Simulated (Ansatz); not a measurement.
Write a Python script for Ansatz's Python interface that makes harmonic frequencies at the relaxed geometry of AlBH₄SSi, SMILES [BH2][Al]1[SiH2][S]1. Level of theory (for the species named): CAM-B3LYP, def2-SVP basis, multiplicity 1.

| atom | x (Å) | y (Å) | z (Å) |
| --- | --- | --- | --- |
| B | -1.0063 | 1.9613 | -0.4418 |
| Al | -0.1980 | 0.1271 | -0.4091 |
| Si | 0.8953 | -1.6219 | 0.6490 |
| S | 0.4751 | -1.8526 | -1.3941 |
| H | -1.5421 | 2.4000 | -1.4685 |
| H | -1.0573 | 2.6936 | 0.5166 |
| H | 2.3863 | -1.3803 | 0.9019 |
| H | 0.1392 | -2.3844 | 1.5902 |

Script `freq_albh4ssi.py`:
```python
# -*- coding: utf-8 -*-
"""Vibrations and zero-point energy of AlBH4SSi."""

import argparse
import itertools

import ansatz as az
from ase import Atoms
from ase.data import atomic_numbers, covalent_radii
import numpy as np

parser = argparse.ArgumentParser(description="Vibrations and zero-point energy of AlBH4SSi.")
parser.add_argument("--basis-set", default="def2-SVP", help="Gaussian basis set")
parser.add_argument("--xc", required=True, help="exchange-correlation functional")
args = parser.parse_args()

atoms = Atoms(["B", "Al", "Si", "S", "H", "H", "H", "H"], positions=[
    [-1.0063, 1.9613, -0.4418],
    [-0.198, 0.1271, -0.4091],
    [0.8953, -1.6219, 0.649],
    [0.4751, -1.8526, -1.3941],
    [-1.5421, 2.4, -1.4685],
    [-1.0573, 2.6936, 0.5166],
    [2.3863, -1.3803, 0.9019],
    [0.1392, -2.3844, 1.5902],
])
mol = az.Crystal.molecule_from_ase(atoms)

setup = mol.calculation().basis(gaussian=args.basis_set).functional(args.xc)
symbols = [site.symbol for site in mol.cartesian_sites]
start = np.array([site.position_ang for site in mol.cartesian_sites], dtype=float)
summary = setup.relax(force_tolerance=0.003).run().report
end = np.array(summary["positions_ang"])

# pairs closer than 1.2 times the sum of covalent radii, before or after
radius = [covalent_radii[atomic_numbers[s]] for s in symbols]
span = lambda where, i, j: np.linalg.norm(where[i] - where[j])
bonded = [(i, j) for i, j in itertools.combinations(range(len(symbols)), 2) if min(span(start, i, j), span(end, i, j)) < 1.2 * (radius[i] + radius[j])]
print("pair        before    after (A)")
for i, j in bonded:
    print(f"{symbols[i]}{i}-{symbols[j]}{j}".ljust(10), f"{span(start, i, j):8.4f} {span(end, i, j):8.4f}")

# same settings at the minimum
minimum = az.Crystal.molecule()
for symbol, place in zip(symbols, end):
    minimum = minimum.atom(symbol, place.tolist())
vibrating = (
    minimum.calculation()
    .basis(gaussian=args.basis_set)
    .functional(args.xc)
    .phonons(temperatures=(100, 500, 100))
)
vib = vibrating.run().report["vibrations"]
sums = vib["harmonic_sums"]
modes = [m["omega_inv_cm"] for m in sums["modes_at_gamma"] if m["rigid_motion"] == "no"]
print("frequencies (1/cm):", " ".join(f"{w:.0f}" for w in modes))
print("imaginary modes:", sum(w < 0 for w in modes), " zero-point energy:", round(sums["zero_point_energy_ev"], 4), "eV")
print("T (K)   F_vib (eV)   S_vib (meV/K)   C_vib (meV/K)")
for row in zip(sums["temperatures_k"], sums["vibrational_free_energy_ev"], vib["entropy_ev_per_k"], vib["heat_capacity_ev_per_k"]):
    print(f"{row[0]:6.1f} {row[1]:11.4f} {1000 * row[2]:13.4f} {1000 * row[3]:15.4f}")
```

Output of `python freq_albh4ssi.py --xc cam_b3lyp`:
```text
pair        before    after (A)
B0-Al1       2.0047   2.0972
B0-H4        1.2384   1.2058
B0-H5        1.2072   1.2058
Al1-Si2      2.3182   2.3336
Al1-S3       2.3114   2.1808
Si2-S3       2.0986   2.2052
Si2-H6       1.5315   1.4882
Si2-H7       1.4279   1.4882
frequencies (1/cm): 101 118 176 357 392 445 495 545 610 661 690 846 967 1147 2239 2246 2591 2687
imaginary modes: 0  zero-point energy: 1.0733 eV
T (K)   F_vib (eV)   S_vib (meV/K)   C_vib (meV/K)
 100.0      1.0684        0.1445          0.2292
 200.0      1.0421        0.3867          0.5017
 300.0      0.9909        0.6346          0.7230
 400.0      0.9158        0.8646          0.8733
 500.0      0.8188        1.0714          0.9790
```

The frequencies are harmonic and unscaled, in a modest basis. Finished in 2.9 min on 1 thread of Arm Neoverse V2, on a shared host, peak memory 0.29 GiB.
